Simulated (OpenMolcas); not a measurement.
# BBrF (SMILES F[B]Br) at UBHLYP/ANO-R3 (DKH4, RICD fitting)

What is the vertical doublet–quartet gap of BBrF at UBHLYP/ANO-R3 (DKH4, RICD fitting)? 

Program for the calculation: OpenMolcas 26.06.

## Step 1: The system as given

BBrF: 3 atoms, total charge 0, spin state doublet. As SMILES, `F[B]Br`. Geometry: relaxed at GFN2-xTB.

Bond lengths: F1–B2 1.311 Å, B2–Br3 1.878 Å. Angles: F1–B2–Br3 118.2°.

## Step 2: Energy and gradient at UBHLYP/ANO-R3 (DKH4, RICD fitting)

File job.input:

```
>>> EXPORT MOLCAS_PRINT=2

&GATEWAY
  Coord
  3
  bohr
  F     -0.67355508     2.34516902    -0.12895491
  B      0.82178520     0.47585194     0.50682455
  Br    -0.14823012    -2.82102095    -0.37786964
  Basis
  ANO-R3
  Group
  NoSym
  RICD

&SEWARD
  Relativistic
  R04O02
  Expert

&SCF
  UHF
  Spin
  2
  KSDFT
  HYB_GGA_XC_BHANDHLYP
  PrOrbitals
  1 1

&ALASKA
```

Command:

```sh
$ export MOLCAS_MEM=1860
$ pymolcas job.input > job.log
```

Standard output:

```text
--- Start Module: gateway ---
[...]
--- Stop Module: gateway /rc=_RC_ALL_IS_WELL_ ---
[...]
 ###    WARNING:  EXPERT option is ON!                                       ###
 ###############################################################################
               SEWARD will generate:
[...]
      Basis functions          162
[...]
--- Start Module: scf ---
[...]
       Convergence after  12 Iterations
[...]
::    Total KS-DFT energy                           -2731.0265848583
[...]
      Total spin, S                                     0.5015269747
[...]
      Total electronic charge=   49.000000
      Total            charge=   -0.000000
[...]
      Dipole Moment (debye):
      Origin of the operator (angstrom)=   -0.0750   -0.8397   -0.1297
                   X=  2.0595E-01               Y= -2.1491E-01               Z=  9.2022E-02           Total=  3.1156E-01
      Quadrupole Moment (debye*angstrom):
[...]
--- Stop Module: scf /rc=_RC_ALL_IS_WELL_ ---
[...]
--- Start Module: alaska ---
[...]
 *              Molecular gradients               *
 **************************************************
  Irreducible representation: a
 ------------------------------------------------------------------------------------------
                              X                       Y                       Z
 ------------------------------------------------------------------------------------------
  F1               -1.31524897992072E-02    6.13588531781062E-03   -6.67141197566190E-03
  B2                1.42243729286911E-02   -1.84408814488695E-02    5.97879109862731E-03
  BR3              -1.07188312962059E-03    1.23049961312809E-02    6.92620876892036E-04
 ------------------------------------------------------------------------------------------
--- Stop Module: alaska /rc=_RC_ALL_IS_WELL_ ---
[...]
```

It took 2.1 min on 1 thread of Arm Neoverse N1, shared host; peak memory 0.78 GiB.

## Step 3: The quartet at the same level

Edit job.input of step 2 so:

```diff
@@ -1 +1,2 @@
+* BBrF Kohn-Sham DFT
 >>> EXPORT MOLCAS_PRINT=2
@@ -23,3 +24,3 @@
   Spin
-  2
+  4
   KSDFT
```

Command:

```sh
$ export MOLCAS_MEM=1860
$ pymolcas job.input > job.log
```

Standard output:

```text
--- Start Module: gateway ---
[...]
--- Stop Module: gateway /rc=_RC_ALL_IS_WELL_ ---
[...]
 ###    WARNING:  EXPERT option is ON!                                       ###
 ###############################################################################
               SEWARD will generate:
[...]
      Basis functions          162
[...]
--- Start Module: scf ---
[...]
       Convergence after  19 Iterations
[...]
::    Total KS-DFT energy                           -2730.8057520161
[...]
      Total spin, S                                     1.5014902530
[...]
      Total electronic charge=   49.000000
      Total            charge=   -0.000000
[...]
      Dipole Moment (debye):
      Origin of the operator (angstrom)=   -0.0750   -0.8397   -0.1297
                   X= -7.9413E-01               Y= -3.8380E+00               Z= -8.4356E-01           Total=  4.0091E+00
      Quadrupole Moment (debye*angstrom):
[...]
--- Stop Module: scf /rc=_RC_ALL_IS_WELL_ ---
[...]
--- Start Module: alaska ---
[...]
 *              Molecular gradients               *
 **************************************************
  Irreducible representation: a
 ------------------------------------------------------------------------------------------
                              X                       Y                       Z
 ------------------------------------------------------------------------------------------
  F1                2.68034621846187E-02   -1.87055478515710E-02    1.29462257976161E-02
  B2               -5.26045142700990E-02   -4.62487884693101E-02   -3.40965703791980E-02
  BR3               2.58010520856304E-02    6.49543363203868E-02    2.11503445813834E-02
 ------------------------------------------------------------------------------------------
--- Stop Module: alaska /rc=_RC_ALL_IS_WELL_ ---
[...]
```

Run time: 2.9 min. Hardware: 1 thread of Arm Neoverse N1, shared host; peak memory 0.78 GiB.

## Step 4: Outcome

At UBHLYP/ANO-R3 (DKH4, RICD fitting):

| quantity | value |
| --- | --- |
| doublet: total energy | -2731.02658 Eh |
| doublet: dipole moment | 0.31 D |
| doublet: HOMO energy (highest over α and β) | -8.09 eV |
| doublet: LUMO energy (lowest over α and β) | -1.67 eV |
| doublet: ⟨S²⟩ | 0.753 |
| doublet: largest force on an atom | 1.236 eV/Å |
| quartet: total energy | -2730.80575 Eh |
| quartet: dipole moment | 4.01 D |
| quartet: HOMO energy (highest over α and β) | -4.36 eV |
| quartet: ⟨S²⟩ | 3.756 |
| quartet: largest force on an atom | 4.006 eV/Å |
| vertical energy of the quartet above the doublet | 6.009 eV |

What this shows: At this shape the quartet lies 6.01 eV (139 kcal/mol) above the doublet. The largest force (doublet) is 1.24 eV/Å: the shape isn't a stationary point for this species at this level.
